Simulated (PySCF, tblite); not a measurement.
# C₆H₉ClO₂Si: geometry, infrared bands and NMR shifts

Wanted: the infrared bands and NMR shifts of C₆H₉ClO₂Si (`O=CO[C@@H]1C=CCC[Si@H]1Cl`), by calculation.

Computed with tblite 0.8.0 and PySCF 2.14.0, with density-fitted response routines of our own, on a single molecule in the gas phase. Atoms are numbered from 0 throughout.

## (1) The molecule as given

19 atoms, charge 0, multiplicity 1; geometry from: force field or distance geometry start.

Bonds of the start (Å): O0–C1 1.26, C1–O2 1.38, O2–C3 1.43, C3–C4 1.47, C4–C5 1.34, C5–C6 1.48, C6–C7 1.50, C7–Si8 1.88, Si8–Cl9 2.08, Si8–C3 1.86, C1–H10 1.10, C3–H11 1.12, C4–H12 1.08, C5–H13 1.09, C6–H14 1.10, C6–H15 1.14, C7–H16 1.12, C7–H17 1.11, Si8–H18 1.49.

## (2) Relaxing the molecule with GFN2-xTB

The job: settings as JSON, then the geometry in Å.

```
{"job": {"kind": "relax", "xc": "GFN2-xTB", "basis": "xTB"}, "charge": 0, "multiplicity": 1}
O      3.478700    -0.752400    -0.671300
C      3.001600    -0.445500     0.454100
O      1.674800    -0.133800     0.666400
C      0.796800    -0.136500    -0.462800
C      0.305500     1.222800    -0.749100
C     -0.782700     1.707000    -0.125200
C     -1.414800     0.805100     0.856300
C     -2.021000    -0.422700     0.247800
Si    -0.537800    -1.423300    -0.318000
Cl    -0.903700    -2.476600    -2.068300
H      3.728300    -0.459800     1.284600
H      1.404000    -0.437000    -1.356400
H      0.807200     1.848300    -1.476500
H     -1.149600     2.715700    -0.336500
H     -0.730600     0.507100     1.667400
H     -2.262300     1.388000     1.336900
H     -2.595500    -0.140200    -0.671600
H     -2.659100    -1.013900     0.932800
H     -0.149600    -2.343300     0.781900
```

Command:

```bash
$ OMP_NUM_THREADS=1 python probes_run.py task.json out
```

One launch serves the whole session: the jobs run in the order shown.

**Question.** This job is followed by: GFN2-xTB harmonic vibrations, gas phase; GIAO PBE0/pcSseg-1 NMR shielding, non-relativistic, gas phase. Predict these results of the whole session: strongest single infrared mode (GFN2-xTB); zero-point energy (GFN2-xTB); 13C shifts against TMS (PBE0/pcSseg-1); 1H shifts against TMS (PBE0/pcSseg-1); 17O shifts against H2O (PBE0/pcSseg-1); 29Si shifts against TMS (PBE0/pcSseg-1); 35Cl shifts against HCl (PBE0/pcSseg-1).

**Answer**, as computed:

| quantity | value |
| --- | --- |
| strongest single infrared mode (GFN2-xTB) | 1743 cm⁻¹, 333 km/mol |
| zero-point energy (GFN2-xTB) | 87.2 kcal/mol |
| 13C shifts against TMS (PBE0/pcSseg-1) | 168.5, 138.9, 133.2, 70.8, 30.1, 20.9 ppm |
| 1H shifts against TMS (PBE0/pcSseg-1) | 8.05, 5.96, 5.88, 5.69, 4.70, 2.60, 2.43, 1.06, 0.99 ppm |
| 17O shifts against H2O (PBE0/pcSseg-1) | 421.4, 227.7 ppm |
| 29Si shifts against TMS (PBE0/pcSseg-1) | -20.1 ppm |
| 35Cl shifts against HCl (PBE0/pcSseg-1) | -5 ppm |

**Reading.** Relaxing lowered the energy by 1.015 eV in 243 steps; the close pair that moved most is C1–O2, from 1.379 to 1.295 Å. All 51 modes are real, so the xTB geometry is a minimum. The strongest single mode, at 1743 cm⁻¹, has its largest shares on C1, O0, C5 and C4 (the list is cut at 4 atoms). Unscaled tight-binding wavenumbers are off by several per cent, some by more. Its intensities can rank the bands wrongly. C1 (ester carbonyl carbon) lies farthest downfield among carbon, at 168.5 ppm; it is a carbonyl in resonance with an O or N lone pair, the region of acids, esters and amides. At PBE0/pcSseg-1: The largest span, 633 ppm, is at O0, where the paramagnetic term is -490 ppm.
